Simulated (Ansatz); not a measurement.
**BW2: straining the crystal, equal strain of all cell vectors**

A series on BW2: equal strain of all cell vectors, -6 to +6 %; the shape is held and the atoms relax. Wanted: energy, stress and any gap along the series.

Program: Ansatz 0.2.0. Level of theory: DFT PBEsol, scalar-relativistic, plane waves, PAW. These are calculated values, not measurements.

2 further runs of the same task are left out: 2 set aside as unsound or not needed.

### Step 1. Starting point

It takes space group I4/mcm (No. 140, tetragonal). The conventional cell has a = 5.536 Å, b = 5.536 Å, c = 4.751 Å, α = 90.00°, β = 90.00°, γ = 90.00°. B (site symmetry 422) is surrounded by 8 W at 2.37 Å and 2 B at 2.38 Å. Around W (site symmetry m2m) lie 4 B at 2.37 Å and 3 W at 2.66 to 2.69 Å.

Structure file:

```cif
data_structure
_symmetry_space_group_name_H-M 'P 1'
_symmetry_Int_Tables_number 1
_cell_length_a 5.5362
_cell_length_b 5.5362
_cell_length_c 4.7507
_cell_angle_alpha 90.000
_cell_angle_beta 90.000
_cell_angle_gamma 90.000
_cell_volume 145.61
loop_
_atom_site_label
_atom_site_type_symbol
_atom_site_fract_x
_atom_site_fract_y
_atom_site_fract_z
_atom_site_occupancy
B1 B 0.00000 0.00000 0.25000 1
B2 B 0.00000 0.00000 0.75000 1
B3 B 0.50000 0.50000 0.75000 1
B4 B 0.50000 0.50000 0.25000 1
W1 W 0.16993 0.66993 0.00000 1
W2 W 0.33007 0.16993 0.00000 1
W3 W 0.33007 0.83007 0.50000 1
W4 W 0.16993 0.33007 0.50000 1
W5 W 0.66993 0.16993 0.50000 1
W6 W 0.83007 0.66993 0.50000 1
W7 W 0.83007 0.33007 0.00000 1
W8 W 0.66993 0.83007 0.00000 1
```

The unstrained cell was computed beforehand with the same settings: E(σ→0) = -82666.8066 eV for 12 atoms, gap none (metal).

### Step 2. The cell strained by -2.0 %

File input.yaml:

```yaml
crystal:
  lattice:
    - [5.4255201426, 0.0, 0.0]
    - [0.0, 5.4255201426, 0.0]
    - [0.0, 0.0, 4.6556825214]
  atoms:
    - { symbol: B, position: [0.0, 0.0, 0.25] }
    - { symbol: B, position: [0.0, 0.0, 0.75] }
    - { symbol: B, position: [0.5, 0.5, 0.75] }
    - { symbol: B, position: [0.5, 0.5, 0.25] }
    - { symbol: W, position: [0.1699262554, 0.6699262554, 0.0] }
    - { symbol: W, position: [0.3300737446, 0.1699262554, 0.0] }
    - { symbol: W, position: [0.3300737446, 0.8300737446, 0.5] }
    - { symbol: W, position: [0.1699262554, 0.3300737446, 0.5] }
    - { symbol: W, position: [0.6699262554, 0.1699262554, 0.5] }
    - { symbol: W, position: [0.8300737446, 0.6699262554, 0.5] }
    - { symbol: W, position: [0.8300737446, 0.3300737446, 0.0] }
    - { symbol: W, position: [0.6699262554, 0.8300737446, 0.0] }
basis:
  ecutwfc: 420
kpoints:
  mp_grid: { grid: [6, 6, 8] }
hamiltonian:
  xc: pbesol
scf:
  occupations: { method: gaussian, width: 0.1 }
output:
  forces: true
  stress: true
  eigenvalues: true
relax:
  adjacent_minimum: "off"
  f_tol: 0.008
  max_steps: 40
```

Run with:

```sh
> ansatz run input.yaml --threads 1 --pin off --max-ram 2560MiB --backend cpu --events-out ev --progress --plain --runs-dir out
```

Further runs follow: At +2.0 %; At -4.0 %; strain +4.0 %; At -6.0 %; At +6.0 %.

What does the calculation give? Wanted: (1/V) d²E/dε² at zero strain, cubic fit.

As calculated:

```
                               quantity                     value
                    largest energy cost  517.9 meV/atom at -6.0 %
(1/V) d²E/dε² at zero strain, cubic fit                  3200 GPa
```

In words: From the curvature follows nine times the bulk modulus at fixed shape: 3200 GPa. Compression by 6 % costs 517.9 meV/atom and stretching 353.6. On this cell's mesh the unstrained reference holds a stress of up to 0.46 GPa. The runs treat W without spin-orbit coupling.
